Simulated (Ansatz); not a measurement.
# RuS: the cost of one run

Program: Ansatz 0.2.0. Level of theory: DFT PBE+U (U_eff = 8 eV on Ru d), plane waves, PAW. These are calculated values, not measurements.

1 further run of the same task is left out (it didn't finish). Runs told in other sessions of the task aren't counted.

## Step 1: The structure to begin with

The structure is cubic, space group Fm-3m (No. 225). The conventional cell has a = 5.094 Å, b = 5.094 Å, c = 5.094 Å, α = 90.00°, β = 90.00°, γ = 90.00°. Ru (site symmetry m-3m) is surrounded by 6 S at 2.55 Å. Around S (site symmetry m-3m) lie 6 Ru at 2.55 Å.

As a file:

```cif
data_structure
_symmetry_space_group_name_H-M 'Fm-3m'
_symmetry_Int_Tables_number 225
_cell_length_a 5.0935
_cell_length_b 5.0935
_cell_length_c 5.0935
_cell_angle_alpha 90.000
_cell_angle_beta 90.000
_cell_angle_gamma 90.000
_cell_volume 132.15
loop_
_atom_site_label
_atom_site_type_symbol
_atom_site_symmetry_multiplicity
_atom_site_Wyckoff_symbol
_atom_site_fract_x
_atom_site_fract_y
_atom_site_fract_z
_atom_site_occupancy
Ru1 Ru 4 b 0.00000 0.00000 0.50000 1
S1 S 4 a 0.00000 0.00000 0.00000 1
```

Magnetic order typed: antiferromagnetic, doubled cell 0 1/2 1/2.

An earlier series on this cell reached its lowest free state from «from atoms, default search», perhaps among other starts.

## Step 2: Random orbitals: single harmonics, second filling

input.yaml

```yaml
crystal:
  lattice:
    - [0.0, 2.54675546, 2.54675546]
    - [5.09351092, 2.54675546, 2.54675546]
    - [5.09351092, 5.09351092, 0.0]
  atoms:
    - { symbol: Ru, position: [0.5, 0.5, 0.0], spin: 2.0 }
    - { symbol: S, position: [0.0, 0.0, 0.0] }
    - { symbol: Ru, position: [0.5, 0.5, 0.5], spin: -2.0 }
    - { symbol: S, position: [0.0, 0.0, 0.5] }
basis:
  ecutwfc: 420
  ecutrho_ratio: 4
kpoints:
  mp_grid: { grid: [6, 6, 6] }
hamiltonian:
  xc: pbe
  hubbard:
    sites:
      - { site: 0, l: d, u_eff: 8.0, starting_ns: [{ spin: up, occupation_matrix: s0up }, { spin: down, occupation_matrix: s0down }] }
      - { site: 2, l: d, u_eff: 8.0, starting_ns: [{ spin: up, occupation_matrix: s2up }, { spin: down, occupation_matrix: s2down }] }
    occupation_matrices:
      s0up:
        matrix:
          - [0.97, 0.0, 0.0, 0.0, 0.0]
          - [0.0, 0.97, 0.0, 0.0, 0.0]
          - [0.0, 0.0, 0.97, 0.0, 0.0]
          - [0.0, 0.0, 0.0, 0.97, 0.0]
          - [0.0, 0.0, 0.0, 0.0, 0.02]
      s0down:
        matrix:
          - [0.97, 0.0, 0.0, 0.0, 0.0]
          - [0.0, 0.02, 0.0, 0.0, 0.0]
          - [0.0, 0.0, 0.02, 0.0, 0.0]
          - [0.0, 0.0, 0.0, 0.02, 0.0]
          - [0.0, 0.0, 0.0, 0.0, 0.97]
      s2up:
        matrix:
          - [0.02, 0.0, 0.0, 0.0, 0.0]
          - [0.0, 0.02, 0.0, 0.0, 0.0]
          - [0.0, 0.0, 0.97, 0.0, 0.0]
          - [0.0, 0.0, 0.0, 0.02, 0.0]
          - [0.0, 0.0, 0.0, 0.0, 0.97]
      s2down:
        matrix:
          - [0.97, 0.0, 0.0, 0.0, 0.0]
          - [0.0, 0.97, 0.0, 0.0, 0.0]
          - [0.0, 0.0, 0.02, 0.0, 0.0]
          - [0.0, 0.0, 0.0, 0.97, 0.0]
          - [0.0, 0.0, 0.0, 0.0, 0.97]
    ns_hold: { iters: 12 }
scf:
  occupations: { method: gaussian, width: 0.05 }
  lower_state_search: "off"
  max_iter: 150
output:
  forces: true
  stress: true
  eigenvalues: true
  populations: true
  hubbard: { sites: [{ site: 0, l: d }, { site: 2, l: d }] }
magnetization:
  spin_polarized: true
```

The typed matrices put 0.97 on the chosen orbitals and 0.02 on the others, and are held for 12 cycles.

On the command line:

```console
$ ansatz run input.yaml --threads 2 --pin off --max-ram 3072MiB --backend cpu --events-out ev --progress --plain --runs-dir out
```

Q: Estimate wall time and peak memory on 2 threads of Intel Xeon Platinum 8488C (Sapphire Rapids), shared host.

About 66 s, with a peak of 0.82 GiB.
